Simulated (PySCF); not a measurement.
**triplet HBr at 6 levels**

Aim: a comparison of 6 runs (UHF/STO-3G, UHF/3-21G, UB3LYP/6-31G*, U-wB97M-V/cc-pVTZ, UBHLYP/cc-pVTZ, UTPSS/cc-pVTZ) of triplet HBr. Input form: a Python script.

Program for the calculation: PySCF 2.14.0.

8 further runs of the same task are left out: 8 set aside as unsound or not needed.

### 1 Starting point

The species is HBr (2 atoms), meant as a triplet with charge 0. SMILES of the parent species: `Br`. The coordinates come from a PBE0-D4/def2-TZVP relaxation. That shape belongs to the parent species and isn't relaxed for this state.

Bond lengths: Br1–H2 1.420 Å.

### 2 A single-point energy at UHF/STO-3G (run 1)

Input file job.py:

```python
from pyscf import gto, scf

system = gto.M(
    atom=[
    ('Br', (-0.603220, 0.217960, -0.305050)),
    ('H', (0.603220, -0.217960, 0.305050)),
],
    charge=0,
    basis='sto-3g',
    verbose=3,
    max_memory=1860,
    spin=2,
)

hf = scf.UHF(system)
hf.conv_tol = 1e-10
hf.kernel()
if not hf.converged:
    hf = hf.newton().run(hf.mo_coeff, hf.mo_occ)

e_final = hf.e_tot
print('Final energy', e_final)
```

Command:

```console
$ OMP_NUM_THREADS=1 python job.py
```

Output:

```text
converged SCF energy = -2544.91757683184  <S^2> = 2  2S+1 = 3
Final energy -2544.9175768318437
```

It took 0.48 s on 1 thread of Arm Neoverse V2, shared host; peak memory 0.1 GiB.

### 3 The energy at UHF/3-21G (run 2)

Input file start.xyz:

```xyz
2
BrH
Br    -0.603220     0.217960    -0.305050
H      0.603220    -0.217960     0.305050
```

Input file job.py:

```python
from pyscf import gto, scf

molecule = gto.M(
    atom='start.xyz',
    max_memory=1860,
    basis='3-21g',
    spin=2,
    verbose=4,
)

mf = scf.UHF(molecule)
mf.conv_tol = 1e-10
mf.kernel()
if not mf.converged:
    mf = mf.newton().run(mf.mo_coeff, mf.mo_occ)

etot = mf.e_tot
print('E = %.10f Eh' % etot)
```

Command:

```console
$ OMP_NUM_THREADS=1 python job.py
```

Output:

```text
PySCF version 2.14.0

[INPUT] num. atoms = 2
[INPUT] num. electrons = 36
[INPUT] charge = 0
[INPUT] spin (= nelec alpha-beta = 2S) = 2
[INPUT] symmetry False subgroup None
[INPUT] Mole.unit = angstrom
[INPUT] Symbol           X                Y                Z      unit          X                Y                Z       unit  Magmom
[INPUT]  1 Br    -0.603220000000   0.217960000000  -0.305050000000 AA   -1.139920592860   0.411884706110  -0.576460954299 Bohr   0.0
[INPUT]  2 H      0.603220000000  -0.217960000000   0.305050000000 AA    1.139920592860  -0.411884706110   0.576460954299 Bohr   0.0

nuclear repulsion = 13.0387500136477
number of shells = 12
number of NR pGTOs = 57
number of NR cGTOs = 24
basis = 3-21g
ecp = {}

[... 19 lines left out ...]
WARN: beta  nocc = 17  HOMO -0.426024952382619 >= LUMO -0.426024952382611
[... 1 line left out ...]
WARN: HOMO 0.0766445586722655 >= LUMO -0.426024952382611
[... 38 lines left out ...]
converged SCF energy = -2560.38983913448  <S^2> = 2.0011771  2S+1 = 3.0007846
E = -2560.3898391345 Eh
```

It took 0.48 s on 1 thread of Arm Neoverse V2, shared host; peak memory 0.099 GiB.

Runs 3 to 4 aren't shown in full; the table further down has their settings and results.

### 4 The energy at UBHLYP/cc-pVTZ (run 5)

Input file input.py:

```python
from pyscf import gto, dft

mol = gto.M(
    atom=[
    ('Br', (-0.603220, 0.217960, -0.305050)),
    ('H', (0.603220, -0.217960, 0.305050)),
],
    basis='cc-pvtz',
    max_memory=1860,
    spin=2,
    verbose=3,
)

calc0 = dft.UKS(mol, xc='bhandhlyp')
calc0.grids.level = 5
calc0.conv_tol = 1e-10
calc0.kernel()
if not calc0.converged:
    calc0 = calc0.newton().run(calc0.mo_coeff, calc0.mo_occ)

e_tot = calc0.e_tot
print('E(%s) = %.9f' % ('BHLYP', e_tot))
```

Command:

```console
$ OMP_NUM_THREADS=1 python input.py
```

Output:

```text
WARN: HOMO -0.00316270804282759 >= LUMO -0.362450178920305

WARN: HOMO -0.148985136353288 >= LUMO -0.261460714482738

WARN: HOMO -0.136576728618313 >= LUMO -0.221194428199732

WARN: HOMO -0.135735486560802 >= LUMO -0.209917892780855

WARN: HOMO -0.13701493148933 >= LUMO -0.210696912785582

WARN: HOMO -0.136932229864602 >= LUMO -0.210283670005044

WARN: HOMO -0.13699393534748 >= LUMO -0.210178227605072

WARN: HOMO -0.136989170235416 >= LUMO -0.210176847064171

WARN: HOMO -0.136986909087782 >= LUMO -0.210174390558954

WARN: HOMO -0.136987214011475 >= LUMO -0.2101749156067

WARN: HOMO -0.136987152449225 >= LUMO -0.210174909201444

converged SCF energy = -2574.56410250139  <S^2> = 2.0051285  2S+1 = 3.003417
E(BHLYP) = -2574.564102501
```

It took 5.1 s on 1 thread of Arm Neoverse V2, shared host; peak memory 0.28 GiB.

### 5 A single-point energy at UTPSS/cc-pVTZ (run 6)

Input file mol.xyz:

```xyz
2
BrH
Br    -0.603220     0.217960    -0.305050
H      0.603220    -0.217960     0.305050
```

Input file calc.py:

```python
from pyscf import gto, dft

mol = gto.M(
    atom='mol.xyz',
    charge=0,
    max_memory=1860,
    verbose=3,
    basis='cc-pvtz',
    spin=2,
)

mf = dft.UKS(mol)
mf.xc = 'tpss'
mf.grids.level = 5
mf.conv_tol = 1e-10
mf.kernel()
if not mf.converged:
    mf = mf.newton().run(mf.mo_coeff, mf.mo_occ)

energy = mf.e_tot
print(f'total energy: {energy:.8f} hartree')
```

Command:

```console
$ OMP_NUM_THREADS=1 python calc.py
```

Output:

```text
WARN: HOMO -0.0399979529056296 >= LUMO -0.304569149848448

WARN: HOMO -0.0783037445077213 >= LUMO -0.339913420939676

WARN: HOMO -0.073287526180521 >= LUMO -0.298489254410668

WARN: HOMO -0.075619126657072 >= LUMO -0.297396297938992

WARN: HOMO -0.0759163989417777 >= LUMO -0.296331411324136

WARN: HOMO -0.0753850944592198 >= LUMO -0.2960245600384

WARN: HOMO -0.0754937571403538 >= LUMO -0.296100353164632

WARN: HOMO -0.0754729090938957 >= LUMO -0.296070081164184

WARN: HOMO -0.075475166652188 >= LUMO -0.29607569094281

WARN: HOMO -0.0754750664110748 >= LUMO -0.296074324532461

converged SCF energy = -2574.48388369347  <S^2> = 2.003887  2S+1 = 3.0025902
total energy: -2574.48388369 hartree
```

Wall time 9 s (1 thread of Arm Neoverse V2, shared host); peak memory 0.32 GiB.

### 6 All runs side by side

```
run                                level  integration grid  nlc grid   energy (Eh)  dipole moment (D)  HOMO energy (eV)   ⟨S²⟩  wall time
  1                           UHF/STO-3G                 –         –  -2544.917577               1.27             -0.70  2.000     0.48 s
  2                            UHF/3-21G                 –         –  -2560.389839               1.36             -5.04  2.001     0.48 s
  3  UB3LYP/6-31G* (spherical functions)                 5         –  -2574.232039               0.60             -2.09  2.002      2.9 s
  4                    U-wB97M-V/cc-pVTZ                 5         1  -2574.418666               1.45             -4.65  2.003       16 s
  5                       UBHLYP/cc-pVTZ                 5         –  -2574.564103               1.35             -3.73  2.005      5.1 s
  6                        UTPSS/cc-pVTZ                 5         –  -2574.483884               1.29             -2.05  2.004        9 s
```

### 7 Results

```
                                 quantity           value
                      run 6: total energy  -2574.48388 Eh
                     run 6: dipole moment          1.29 D
run 6: HOMO energy (highest over α and β)        -2.05 eV
                              run 6: ⟨S²⟩           2.004
```

The dipole moment (its size) runs from 0.60 D (UB3LYP/6-31G*) to 1.45 D (U-wB97M-V/cc-pVTZ). The two ends differ in method and basis. Totals of different functionals can't be ranked against each other. In run 1 the basis is minimal, so the values are rough. All runs together took 34 s, the longest 16 s.
